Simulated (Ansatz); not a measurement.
**ClF₂H₂HfN: a ladder of functionals and wavefunction methods**

The task here is to estimate one member of a computed series from the others.

Computed with Ansatz 0.2.0, Gaussian basis. Level: functionals in def2-TZVPP, the program's frozen cores in correlated methods.

Levels to be run: LDA (SPW92), PBE-D4, revPBE-D4, BLYP-D4, r2SCAN-D4, B97M-V, PBE0-D4, B3LYP-D4, r2SCANh-D4, r2SCAN0-D4, HSE06-D4, BHLYP-D4, CAM-B3LYP-D4, LC-ωPBE, ωB97X-V, ωB97M-V, B2PLYP, PBE-QIDH; CCSD(T)/def2-SVP; CCSD(T)/def2-TZVPP; MP2/def2-QZVPP; extrapolation to the limit; RPA on PBE.

## The relaxed structure

All runs share one geometry, relaxed beforehand with PBE0-D4 in a triple-zeta def2 set. Hf takes the def2 core potential; no spin-orbit term is included.

SMILES `[NH2][Hf]([F])([F])[Cl]`, 7 atoms, charge 0, spin multiplicity 1.

Atoms are counted from 1 here; the program's logs count them from 0.

Bond lengths: N1–Hf2 2.008 Å, N1–H6 1.011 Å, N1–H7 1.011 Å, Hf2–F3 1.900 Å, Hf2–F4 1.900 Å, Hf2–Cl5 2.358 Å. Angles: Hf2–N1–H6 125.6°, Hf2–N1–H7 125.6°, H6–N1–H7 108.9°, N1–Hf2–F3 107.2°, N1–Hf2–F4 107.2°, N1–Hf2–Cl5 110.1°, F3–Hf2–F4 113.6°, F3–Hf2–Cl5 109.3°, F4–Hf2–Cl5 109.4°.

The first run:

Contents of in.yaml:

```yaml
crystal:
  periodic: [false, false, false]
  atoms:
    - {symbol: N, position_ang: [1.203237, 0.016281, 0.364769]}
    - {symbol: Hf, position_ang: [-0.738690, -0.077034, -0.136931]}
    - {symbol: F, position_ang: [-1.733159, 0.583018, 1.341735]}
    - {symbol: F, position_ang: [-1.121666, -1.888839, -0.563116]}
    - {symbol: Cl, position_ang: [-1.154965, 1.274539, -2.023722]}
    - {symbol: H, position_ang: [1.930196, -0.594305, 0.017327]}
    - {symbol: H, position_ang: [1.615047, 0.686341, 0.999928]}
basis:
  gaussian: {orbitals: def2-TZVPP}
hamiltonian: {xc: lda}
output: {orbitals: {seedname: orbitals}}
```

Steps of the session up to this table: LDA; PBE-D4 (GGA); revPBE-D4 (GGA); BLYP-D4 (GGA); r2SCAN-D4 (meta-GGA); B97M-V (meta-GGA); PBE0-D4 (hybrid); B3LYP-D4 (hybrid); r2SCANh-D4 (hybrid); r2SCAN0-D4 (hybrid); HSE06-D4 (hybrid); BHLYP-D4 (hybrid); CAM-B3LYP-D4 (range-separated); LC-ωPBE (range-separated); ωB97X-V (range-separated); ωB97M-V (range-separated); B2PLYP (double hybrid); PBE-QIDH (double hybrid).

One table of the session follows, with a row left open; its other results are not shown here.

It belongs to the step «Frontier levels by functional». 

| functional | HOMO (eV) | gap (eV) |
| --- | --- | --- |
| LDA (SPW92) | -7.03 | 5.04 |
| PBE-D4 | -6.81 | 5.12 |
| revPBE-D4 | -6.73 | 5.15 |
| BLYP-D4 | -6.68 | 5.09 |
| r2SCAN-D4 | -7.13 | 5.68 |
| B97M-V | -7.15 | 5.75 |
| PBE0-D4 | -8.24 | 7.48 |
| B3LYP-D4 | -7.98 | 6.97 |
| r2SCANh-D4 | -7.66 | 6.55 |
| r2SCAN0-D4 | -8.46 | 7.86 |
| HSE06-D4 | -7.83 | 6.69 |
| BHLYP-D4 | ? | ? |
| CAM-B3LYP-D4 | -9.66 | 9.80 |
| LC-ωPBE | -11.07 | 12.43 |
| ωB97X-V | -10.68 | 11.82 |
| ωB97M-V | -10.56 | 11.26 |

**Question.** Estimate the row for BHLYP-D4.

Worked estimate for «HOMO (eV)». Against the share of exact exchange, BLYP-D4 (0, -6.68), B3LYP-D4 (0.2, -7.98) give a slope of -6.50 per unit share; at 0.5 the line stands at -9.93.

The run gave: HOMO (eV): -9.55; gap (eV): 9.53. In «HOMO (eV)» the line misses by -0.38.
